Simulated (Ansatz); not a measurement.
# Dy(NH2)3 (DyN3H6): one state, many levels

An exercise on one series of results from a longer session: the logs are not shown, and one member is left open.

Computed with Ansatz 0.2.0, Gaussian basis. Level: as each input shows.

Levels to be run: PBE-D4/def2-TZVP, r2SCAN-D4/def2-TZVP, CAM-B3LYP-D4/def2-TZVP, B3LYP-D4/def2-TZVP, LDA/def2-TZVP, LC-ωPBE/def2-TZVP, HSE06-D4/def2-TZVP, PBE+10HF/def2-SVP, PBE+15HF/def2-SVP, PBE+40HF/def2-SVP, PBE-D4/def2-SVP, PBE0-D4/def2-SVP, CCSD(T)/def2-SVP, MP2/def2-TZVP, RPA/def2-TZVP.

### The relaxed structure

The geometry is that of the sextet, from an earlier relaxation (r2SCAN-D4/def2-SVP).

10 atoms, charge 0, spin multiplicity 6.

Atoms are counted from 1 here; the program's logs count them from 0.

Bond lengths: Dy1–N2 2.133 Å, Dy1–N5 2.147 Å, Dy1–N8 2.148 Å, N2–H3 1.022 Å, N2–H4 1.023 Å, N5–H6 1.023 Å, N5–H7 1.023 Å, N8–H9 1.023 Å, N8–H10 1.023 Å. Angles: N2–Dy1–N5 117.9°, N2–Dy1–N8 118.3°, N5–Dy1–N8 123.6°, Dy1–N2–H3 127.7°, Dy1–N2–H4 127.2°, H3–N2–H4 105.1°, Dy1–N5–H6 128.3°, Dy1–N5–H7 127.0°, H6–N5–H7 104.7°, Dy1–N8–H9 127.2°, Dy1–N8–H10 128.2°, H9–N8–H10 104.6°.

As a file:

```xyz
10
charge 0, multiplicity 6
Dy   -0.03899   -0.01130   -0.06207
N     2.05234    0.40757   -0.02203
H     2.82378   -0.26288    0.00609
H     2.49835    1.32749   -0.00377
N    -1.39765    1.65107   -0.01564
H    -2.41961    1.63328    0.01257
H    -1.15530    2.64443    0.00636
N    -0.66883   -2.06424    0.00588
H    -0.07138   -2.89365    0.03863
H    -1.62268   -2.43178    0.03397
```

Dy takes a core potential in the def2 sets. No spin-orbit coupling is included.

PBE0-D4/def2-TZVP was run before; its log isn't repeated, and its numbers join the tables.

The first run:

start.molden holds the orbitals of an earlier run on this state, given as this run's starting guess.

in.yaml reads:

```yaml
crystal:
  periodic: [false, false, false]
  atoms:
    - {symbol: Dy, position_ang: [-0.038987, -0.011297, -0.062070]}
    - {symbol: N, position_ang: [2.052343, 0.407570, -0.022035]}
    - {symbol: H, position_ang: [2.823777, -0.262882, 0.006091]}
    - {symbol: H, position_ang: [2.498352, 1.327494, -0.003770]}
    - {symbol: N, position_ang: [-1.397651, 1.651065, -0.015636]}
    - {symbol: H, position_ang: [-2.419612, 1.633275, 0.012571]}
    - {symbol: H, position_ang: [-1.155303, 2.644426, 0.006357]}
    - {symbol: N, position_ang: [-0.668832, -2.064237, 0.005876]}
    - {symbol: H, position_ang: [-0.071384, -2.893646, 0.038634]}
    - {symbol: H, position_ang: [-1.622685, -2.431776, 0.033973]}
basis:
  gaussian: {orbitals: def2-TZVP, initial_orbitals: start.molden}
magnetization: {spin_polarized: true, initial_magnetization: 5}
hamiltonian: {xc: pbe, dispersion: d4}
scf: {omitted_lower_state_checks: [starts]}
output: {forces: true, orbitals: {seedname: orbitals}}
```

The run is started by

```bash
$ ansatz run in.yaml --threads 4 --pin off --events-out ev --progress --plain --max-ram 8704MiB
```

Among the steps run: PBE-D4/def2-TZVP; r2SCAN-D4/def2-TZVP; CAM-B3LYP-D4/def2-TZVP; B3LYP-D4/def2-TZVP; LDA/def2-TZVP; LC-ωPBE/def2-TZVP; HSE06-D4/def2-TZVP; PBE+10HF/def2-SVP; PBE+15HF/def2-SVP; PBE+40HF/def2-SVP; PBE-D4/def2-SVP; PBE0-D4/def2-SVP; CCSD(T)/def2-SVP; MP2/def2-TZVP; RPA/def2-TZVP.

One table of the session follows, with a row left open; its other results are not shown here.

It belongs to the step «Levels side by side». 

```
                 level  HOMO (eV)  LUMO (eV)  gap (eV)
         LDA/def2-TZVP      -4.04      -3.98      0.07
       PBE-D4/def2-SVP          ?          ?         ?
      PBE-D4/def2-TZVP      -4.68      -3.85      0.83
   r2SCAN-D4/def2-TZVP      -5.07      -2.99      2.09
    B3LYP-D4/def2-TZVP      -6.02      -1.61      4.41
      PBE0-D4/def2-SVP      -5.90      -1.10      4.81
     PBE0-D4/def2-TZVP      -6.24      -1.28      4.96
    HSE06-D4/def2-TZVP      -5.83      -1.63      4.20
CAM-B3LYP-D4/def2-TZVP      -7.67      -0.64      7.03
     LC-ωPBE/def2-TZVP      -9.07       0.44      9.51
     PBE+10HF/def2-SVP      -5.10      -2.22      2.88
     PBE+15HF/def2-SVP      -5.36      -1.47      3.89
     PBE+40HF/def2-SVP      -6.73      -0.68      6.06
```

Q: Estimate the row for PBE-D4/def2-SVP from the others.

As computed: HOMO (eV): -4.27; LUMO (eV): -3.43; gap (eV): 0.84. In the column «HOMO (eV)» it lies between PBE-D4/def2-TZVP (-4.68) and LDA/def2-TZVP (-4.04).
